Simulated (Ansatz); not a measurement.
**C3H8Cl3HfN: basis-set convergence**

One table from this session's results is given with a row withheld; the runs are named, their logs left out.

Method: one geometry, several basis sets; program: Ansatz 0.2.0, Gaussian basis.

Plan: PBE0-D4/def2-SVP; ωB97M-V/def2-SVP; PBE0-D4/def2-QZVPP; ωB97M-V/def2-QZVPP; the functionals' def2-TZVPP values are taken from earlier runs.

1 further run of the same task is left out (it didn't finish).

**The relaxed structure**

The geometry comes from an earlier relaxation with PBE0-D4 in a triple-zeta def2 set; it is a stationary point, not always the lowest conformer. Hf takes the def2 core potential; no spin-orbit term is included.

SMILES `CC[N](C)[Hf]([Cl])([Cl])[Cl]`, 16 atoms, charge 0, spin multiplicity 1.

Atoms are counted from 1 here; the program's logs count them from 0.

Bond lengths: C1–C2 1.520 Å, C1–H9 1.092 Å, C1–H10 1.092 Å, C1–H11 1.092 Å, C2–N3 1.451 Å, C2–H12 1.099 Å, C2–H13 1.093 Å, N3–C4 1.451 Å, N3–Hf5 1.983 Å, C4–H14 1.095 Å, C4–H15 1.097 Å, C4–H16 1.098 Å, Hf5–Cl6 2.351 Å, Hf5–Cl7 2.341 Å, Hf5–Cl8 2.350 Å. Angles: C2–C1–H9 110.7°, C2–C1–H10 110.1°, C2–C1–H11 111.9°, H9–C1–H10 108.3°, H9–C1–H11 108.2°, H10–C1–H11 107.5°, C1–C2–N3 113.8°, C1–C2–H12 109.8°, C1–C2–H13 109.3°, N3–C2–H12 108.8°, N3–C2–H13 108.3°, H12–C2–H13 106.5°, C2–N3–C4 115.1°, C2–N3–Hf5 131.7°, C4–N3–Hf5 113.2°, N3–C4–H14 112.3°, N3–C4–H15 111.0°, N3–C4–H16 110.9° and more.

The first run:

in.yaml

```yaml
crystal:
  periodic: [false, false, false]
  atoms:
    - {symbol: C, position_ang: [1.850507, -1.015230, -0.002951]}
    - {symbol: C, position_ang: [1.084644, 0.163911, 0.573961]}
    - {symbol: N, position_ang: [-0.298502, 0.233646, 0.139779]}
    - {symbol: C, position_ang: [-1.162484, -0.806233, 0.665788]}
    - {symbol: Hf, position_ang: [-1.250046, 1.524131, -1.026335]}
    - {symbol: Cl, position_ang: [-2.935313, 2.514268, 0.279398]}
    - {symbol: Cl, position_ang: [0.324989, 3.076131, -1.794900]}
    - {symbol: Cl, position_ang: [-2.225494, 0.286831, -2.770202]}
    - {symbol: H, position_ang: [1.851691, -0.977725, -1.094537]}
    - {symbol: H, position_ang: [2.886744, -0.993578, 0.341639]}
    - {symbol: H, position_ang: [1.421003, -1.970371, 0.305255]}
    - {symbol: H, position_ang: [1.110046, 0.123045, 1.672132]}
    - {symbol: H, position_ang: [1.582083, 1.093815, 0.285352]}
    - {symbol: H, position_ang: [-0.880224, -1.802055, 0.308611]}
    - {symbol: H, position_ang: [-1.156416, -0.805119, 1.762705]}
    - {symbol: H, position_ang: [-2.203218, -0.645468, 0.354294]}
basis:
  gaussian: {orbitals: def2-SVP}
hamiltonian: {xc: pbe0, dispersion: d4}
output: {orbitals: {seedname: orbitals}}
```

On the command line:

```
$ ansatz run in.yaml --threads 4 --pin off --events-out ev --progress --plain --max-ram 66560MiB --backend cpu
```

Among the steps run: PBE0-D4 in def2-SVP; ωB97M-V in def2-SVP; PBE0-D4 in def2-QZVPP; ωB97M-V in def2-QZVPP.

One of the session's tables, all rows but one given; the rest of the session is left out.

It belongs to the step «Functionals by basis». 

| functional | basis | HOMO (eV) |
| --- | --- | --- |
| PBE0-D4 | def2-SVP | -7.29 |
| PBE0-D4 | def2-TZVPP | -7.27 |
| PBE0-D4 | def2-QZVPP | ? |
| ωB97M-V | def2-SVP | -9.51 |
| ωB97M-V | def2-TZVPP | -9.50 |
| ωB97M-V | def2-QZVPP | -9.52 |

**Question.** Estimate the row for PBE0-D4, def2-QZVPP.

The run gave: HOMO (eV): -7.28. In the column «HOMO (eV)» it lies between PBE0-D4, def2-SVP (-7.29) and PBE0-D4, def2-TZVPP (-7.27).
